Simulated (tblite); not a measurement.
# C5H13B2ClO: the cost of one run

The runs use tblite 0.8.0 and PySCF 2.14.0, with density-fitted response routines of our own; the level of theory stands in each step. All values are computed, except where a source is named. Atoms count from 0, in the outputs and in this text.

## Step 1: The starting structure

22 atoms, charge 0, multiplicity 1; geometry from: force field or distance geometry start.

Bonds of the start (Å): C0–O1 1.37, O1–B2 1.44, B2–C3 1.60, C3–B4 1.59, B4–Cl5 1.85, B2–C6 1.58, C6–C7 1.51, C6–C8 1.51, C0–H9 1.10, C0–H10 1.11, C0–H11 1.13, C3–H12 1.12, C3–H13 1.10, B4–H14 1.20, C6–H15 1.12, C7–H16 1.12, C7–H17 1.10, C7–H18 1.10, C8–H19 1.12, C8–H20 1.09, C8–H21 1.12.

## Step 2: Relaxing the molecule with GFN2-xTB

What the job is given:

```
{"job": {"kind": "relax", "xc": "GFN2-xTB", "basis": "xTB"}, "charge": 0, "multiplicity": 1}
C     -2.204900    -1.610700     0.501600
O     -0.836400    -1.655100     0.394900
B     -0.362000    -0.375500    -0.069300
C     -1.294800     0.651000    -0.876200
B     -0.635200     2.094900    -0.832600
Cl    -0.857500     3.014400     0.752400
C      1.078000     0.148500     0.307600
C      1.998800     0.271500    -0.883300
C      1.785100    -0.754300     1.295900
H     -2.622100    -1.569300    -0.520600
H     -2.464000    -0.677300     1.039100
H     -2.592700    -2.498100     1.075500
H     -2.298100     0.768900    -0.389200
H     -1.451400     0.303200    -1.905900
H     -0.779000     2.746400    -1.831400
H      0.943100     1.159400     0.774000
H      1.441600     0.217600    -1.847900
H      2.531900     1.235900    -0.828400
H      2.752100    -0.525600    -0.860700
H      1.098200    -1.574600     1.612500
H      2.698300    -1.162200     0.872300
H      2.060700    -0.189900     2.218900
```

Run with:

```console
$ OMP_NUM_THREADS=1 python probes_run.py task.json out
```

One launch serves the whole session: the jobs run in the order shown.

**Question.** How long does this first job take on 1 thread of Intel Xeon, shared host?

About 3.4 s.
